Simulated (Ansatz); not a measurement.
# Ca: further runs on the relaxed cell

An exercise on one series of results from a longer session: the logs are not shown, and one member is left open.

The COD cell was measured well above room temperature, so it is larger than a cold one.

Program: Ansatz 0.2.0. Level of theory: DFT r2SCAN, scalar-relativistic, plane waves, PAW. These are calculated values, not measurements.

1 further run of the same task is left out (set aside as unsound or not needed).

**The structure to begin with**

Symmetry: P6_3/mmc, No. 194, hexagonal system. The conventional cell has a = 3.939 Å, b = 3.939 Å, c = 6.457 Å, α = 90.00°, β = 90.00°, γ = 120.00°. Ca (site symmetry -6m2) has 12 Ca at 3.94 to 3.95 Å in its first shell of neighbours.

Coordinates:

```xyz
2
Lattice="3.9389 0.0000 0.0000 -1.9694 3.4112 0.0000 0.0000 0.0000 6.4569" Properties=species:S:1:pos:R:3 pbc="T T T"
Ca    0.0000    2.2741    1.6142
Ca    1.9694    1.1371    4.8427
```

This cell was relaxed beforehand with the same method: volume 43.38 Å³/atom, gap on the mesh none (metal).

Set-up of the first run:

Input file input.yaml:

```yaml
crystal:
  lattice:
    - [3.9388753865, 0.0, 0.0]
    - [-1.9694376932, 3.411166147, 0.0]
    - [0.0, 0.0, 6.4568750671]
  atoms:
    - { symbol: Ca, position: [0.3333333333, 0.6666666667, 0.25] }
    - { symbol: Ca, position: [0.6666666667, 0.3333333333, 0.75] }
basis:
  ecutwfc: 500
kpoints:
  mp_grid: { grid: [12, 12, 8] }
  band_path:
    path:
      - [[0.0, 0.0, 0.0], [0.5, 0.0, 0.0], [0.33333333, 0.33333333, 0.0], [0.0, 0.0, 0.0], [0.0, 0.0, 0.5], [0.5, 0.0, 0.5], [0.33333333, 0.33333333, 0.5], [0.0, 0.0, 0.5]]
      - [[0.5, 0.0, 0.5], [0.5, 0.0, 0.0]]
      - [[0.33333333, 0.33333333, 0.5], [0.33333333, 0.33333333, 0.0]]
    npoints: 14
hamiltonian:
  xc: r2scan
scf:
  occupations: { method: gaussian, width: 0.1 }
  n_extra_bands: 6
output:
  forces: true
  stress: true
  eigenvalues: true
  populations: true
  dos: { projected: true, de: 0.02, nscf_kmesh: { grid: [18, 18, 12] } }
  bader: true
```

Command:

```console
$ ansatz run input.yaml --threads 1 --pin off --max-ram 2560MiB --backend cpu --events-out ev --progress --plain --runs-dir out
```

Among the steps run: Electronic structure at the relaxed geometry; Back to the database's cell; The cell scaled to 0.97 of its volume; The cell scaled to 1.03 of its volume; The cell scaled to 0.94 of its volume; Point at V/V0 = 1.06; Point at V/V0 = 0.91; Volume × 1.10; Volume × 0.88.

One of the session's tables, all rows but one given; the rest of the session is left out.

It belongs to the step «Fit of the equation of state». 

```
volume (Å³/atom)  energy above the lowest point (meV/atom)  pressure (GPa)
          38.172                                      40.9            2.77
          39.474                                         ?               ?
          40.775                                       9.3            1.22
          42.076                                       2.2            0.58
          43.378                                       0.0            0.01
          44.679                                       2.1           -0.49
          45.980                                       8.0           -0.93
          47.716                                      21.1           -1.44
```

Estimate the missing values for volume (Å³/atom) = 39.474.

Worked estimate for «energy above the lowest point (meV/atom)». A straight line through the neighbours (38.172, 40.9) and (40.775, 9.3) gives 40.9 + (9.3 − 40.9) × (39.474 − 38.172) / (40.775 − 38.172) = 25.1; a parabola fitted to 3 rows on both sides gives 22.2.

**Answer.** energy above the lowest point (meV/atom): 21.9; pressure (GPa): 1.95. In «energy above the lowest point (meV/atom)» the line misses by +3.2 and the parabola by +0.3.
